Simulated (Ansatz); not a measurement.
# Bi2B4: energies up the ladder

One table from this session's results is given with a row withheld; the runs are named, their logs left out.

Computed with Ansatz 0.2.0 (the levels named in each step, unless a step's input says otherwise).

**Starting point**

Bond lengths: B1–B2 1.704 Å, B2–B4 1.619 Å, Bi3–B4 2.169 Å, B2–Bi5 1.688 Å, Bi3–Bi5 1.774 Å, B4–Bi5 2.384 Å, B1–B6 1.708 Å, Bi3–B6 1.780 Å, B4–B6 1.683 Å, Bi5–B6 2.456 Å. Angles (14 of 25 angles, heavy atoms first): B1–B2–B4 83.9°, B1–B2–Bi5 140.7°, B4–B2–Bi5 92.2°, B2–B1–B6 65.7°, B4–Bi3–Bi5 73.6°, B4–Bi3–B6 49.3°, Bi5–Bi3–B6 87.4°, B2–B4–Bi3 81.2°, B2–B4–Bi5 45.0°, B2–B4–B6 68.1°, Bi3–B4–Bi5 45.6°, Bi3–B4–B6 53.2°, Bi5–B4–B6 72.0°, B2–Bi5–Bi3 92.4°.

As a file:

```xyz
6

B    -2.6860   -0.9894    0.6936
B    -1.6461   -0.4050   -0.5230
Bi    0.5592   -0.3030    0.6508
B    -0.8052   -1.7524   -0.2110
Bi   -0.2388    0.5090   -0.7096
B    -1.0558   -0.8341    1.1773
```

The first run:

Contents of input.yaml:

```yaml
crystal:
  periodic: [false, false, false]
  atoms:
    - { symbol: B, position_ang: [-2.68601, -0.98936, 0.69357] }
    - { symbol: B, position_ang: [-1.64608, -0.40501, -0.52295] }
    - { symbol: Bi, position_ang: [0.55917, -0.30301, 0.65081] }
    - { symbol: B, position_ang: [-0.80518, -1.75236, -0.21102] }
    - { symbol: Bi, position_ang: [-0.23879, 0.50895, -0.70962] }
    - { symbol: B, position_ang: [-1.0558, -0.83413, 1.17734] }
basis:
  gaussian: { orbitals: def2-SVPD }
hamiltonian:
  xc: pbe
  dispersion: d4
relax:
  f_tol: 0.03
  max_steps: 200
```

Started as:

```sh
$ ansatz run input.yaml --threads 4 --pin off --max-ram 10240MiB --backend cpu --events-out ev --progress --plain --runs-dir out
```

Among the steps run: A rough first relaxation, PBE-D4/def2-SVPD; Relaxation, PBE0-D4/def2-TZVPPD; Frequencies, PBE0-D4/def2-TZVPPD; Single point, PBE-D4/def2-TZVPPD; Single point, r2SCAN-D4/def2-TZVPPD; Single point, B3LYP-D4/def2-TZVPPD; Single point, wB97M-V/def2-TZVPPD; Single point, B2PLYP/def2-TZVPPD; Single point, LDA/def2-TZVPPD; Single point, PBE0-D4/def2-SVPD; Single point, PBE-D4/def2-SVPD; The anion of multiplicity 2 at the same geometry, PBE0-D4/def2-TZVPPD; The anion of multiplicity 2 at the same geometry, PBE-D4/def2-TZVPPD; The anion of multiplicity 2 at the same geometry, r2SCAN-D4/def2-TZVPPD; The anion of multiplicity 2 at the same geometry, B3LYP-D4/def2-TZVPPD; The anion of multiplicity 2 at the same geometry, wB97M-V/def2-TZVPPD; The anion of multiplicity 2 at the same geometry, B2PLYP/def2-TZVPPD.

One table of the session follows, with a row left open; its other results are not shown here.

It belongs to the step «Vertical electron affinity». 

| level | vertical electron affinity (eV) | from B2PLYP/def2-TZVPPD (eV) |
| --- | --- | --- |
| PBE-D4/def2-TZVPPD | 1.561 | +0.037 |
| r2SCAN-D4/def2-TZVPPD | ? | ? |
| B3LYP-D4/def2-TZVPPD | 1.643 | +0.120 |
| wB97M-V/def2-TZVPPD | 1.699 | +0.175 |
| B2PLYP/def2-TZVPPD | 1.524 | -0.000 |

**Question.** Estimate the row for r2SCAN-D4/def2-TZVPPD.

The run gave: vertical electron affinity (eV): 1.657; from B2PLYP/def2-TZVPPD (eV): +0.133. In the column «vertical electron affinity (eV)» it lies between B3LYP-D4/def2-TZVPPD (1.643) and wB97M-V/def2-TZVPPD (1.699).
